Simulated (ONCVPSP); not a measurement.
# La: generating and testing an ONCV potential

Do these settings give a usable potential? It is generated, then checked for transferability, scattering, ghosts and hardness.

Program: ONCVPSP 4.0.1. Reference atom: PBE, scalar-relativistic, spherical and spin-unpolarised. All values are calculated.

### 1 Starting point

Typed settings, in words:

```json
{"element": "lanthanum (La, Z = 57)", "type": "optimised norm-conserving Vanderbilt (ONCV)", "frozen core": "[Kr] 4d10", "valence charge": "11", "reference configuration": "5s2 5p6 5d1 6s1.5 6p0.5", "partial waves": "5s+6s: rc 2.75 bohr, ncon 5, nbas 9, qcut 4.2 1/bohr, 2 projectors; 5p+6p: rc 3.10 bohr, ncon 4, nbas 8, qcut 3.5 1/bohr, 2 projectors; 5d: rc 2.65 bohr, ncon 4, nbas 8, qcut 3.9 1/bohr, 1 projector; f scattering state at 0.44 Ha: rc 3.30 bohr, ncon 3, nbas 7, qcut 3.7 1/bohr, 3 projectors, debl 2.7 Ha", "local potential": "polynomial inside 2.45 bohr (lpopt 5, dvloc0 0 Ha)", "core correction": "Teter function, fcfact 5.5, rcfact 1.65"}
```

The nodes and maxima of the atom's own shells, from an earlier all-electron run, set the scale for the radii.

All-electron outer shells of the reference configuration (PBE, scalar-relativistic, ld1.x):

```tsv
shell	level (eV)	outermost node (bohr)	outermost maximum (bohr)
4d	-104.42	0.32	0.68
5s	-39.49	0.77	1.41
5p	-22.96	0.83	1.58
4f	-4.91	–	0.75
6s	-3.99	1.86	3.79
5d	-3.54	0.95	2.21
6p	-1.61	2.20	4.93
```

### 2 The generation run

La.dat

```
# ATOM AND REFERENCE CONFIGURATION
# atsym  z   nc   nv     iexc    psfile
  La 57.00    9    5        4      upf
#
#   n    l    f
    1    0    2.00
    2    0    2.00
    2    1    6.00
    3    0    2.00
    3    1    6.00
    3    2   10.00
    4    0    2.00
    4    1    6.00
    4    2   10.00
    5    0    2.00
    5    1    6.00
    5    2    1.00
    6    0    1.50
    6    1    0.50
#
# PSEUDOPOTENTIAL AND OPTIMIZATION
# lmax
    3
#
#   l,   rc,      ep,       ncon, nbas, qcut
    0    2.75    0.00    5    9    4.20
    1    3.10    0.00    4    8    3.50
    2    2.65    0.00    4    8    3.90
    3    3.30    0.44    3    7    3.70
#
# LOCAL POTENTIAL
# lloc, lpopt,  rc(5),   dvloc0
    4    5    2.45    0.00
#
# VANDERBILT-KLEINMAN-BYLANDER PROJECTORs
# l, nproj, debl
    0    2    0.30
    1    2    0.60
    2    1    3.40
    3    3    2.70
#
# MODEL CORE CHARGE
# icmod, fcfact, rcfact
    3    5.50    1.65
#
# LOG DERIVATIVE ANALYSIS
# epsh1, epsh2, depsh
   -3.00    5.00    0.02
#
# OUTPUT GRID
# rlmax, drl
    6.00    0.01
#
# TEST CONFIGURATIONS
# ncnf
    4
# nvcnf
#   n    l    f
    5
    5    0    2.00
    5    1    6.00
    5    2    1.00
    6    0    2.00
    6    1    0.00
#
    5
    5    0    2.00
    5    1    6.00
    5    2    1.00
    6    0    1.00
    6    1    0.00
#
    5
    5    0    2.00
    5    1    6.00
    5    2    1.00
    6    0    0.00
    6    1    0.00
#
    6
    5    0    2.00
    5    1    6.00
    5    2    0.00
    6    0    1.00
    6    1    0.00
    4    3    1.00
#
```

On the command line:

```
$ oncvpsp.x < La.dat > La.out
```

**Question.** What will these runs give? Wanted: cutoffs for 1 and 0.1 mHa per electron, occupied waves; bound ghosts; GHOST(+) flags; largest test error; largest phase difference near zero energy, channels read; rms error of d²Exc/dn², without and with the model core; projector energies reset by the program.

As calculated:

| quantity | value |
| --- | --- |
| cutoffs for 1 and 0.1 mHa per electron, occupied waves | 6.7 Ha and 8.7 Ha |
| bound ghosts | f at -20.69 eV |
| GHOST(+) flags | s at 145 eV, f at 446 eV, f at 633 eV |
| largest test error (AE − PS) | -17 meV, for 5s2 5p6 5d1 6s0 6p0 (1 test unsolved) |
| largest phase difference near zero energy, channels read | 1.137 rad |
| rms error of d²Exc/dn², without and with the model core | 2.10 and 3.03 mHa |
| projector energies reset by the program | f: -0.180, 2.520, 5.220 Ha |

In words: It has a bound ghost (f), a state that the atom doesn't have, and that rules the file out. By total energies transferability is good where solved: the largest error is 17 meV on 15.7 eV, for 5s2 5p6 5d1 6s0 6p0. Atomic tests can pass in spite of a ghost, since they solve only for the levels asked. Of the tests 1 gave no usable energy difference, which is a warning in itself. The potential is soft on the atom at that tolerance: the looser tolerance needs 6.7 Ha. That counts occupied waves only; other projectors can need more. Near zero energy the largest phase difference among the channels read is 1.14 rad, in the f channel. The pseudo curves have a pole with no partner nearby in the atom's: f at -1.38 Ha. The program also flags highly localised states, GHOST(+) (s, f). All of this concerns the isolated atom, not yet a solid.
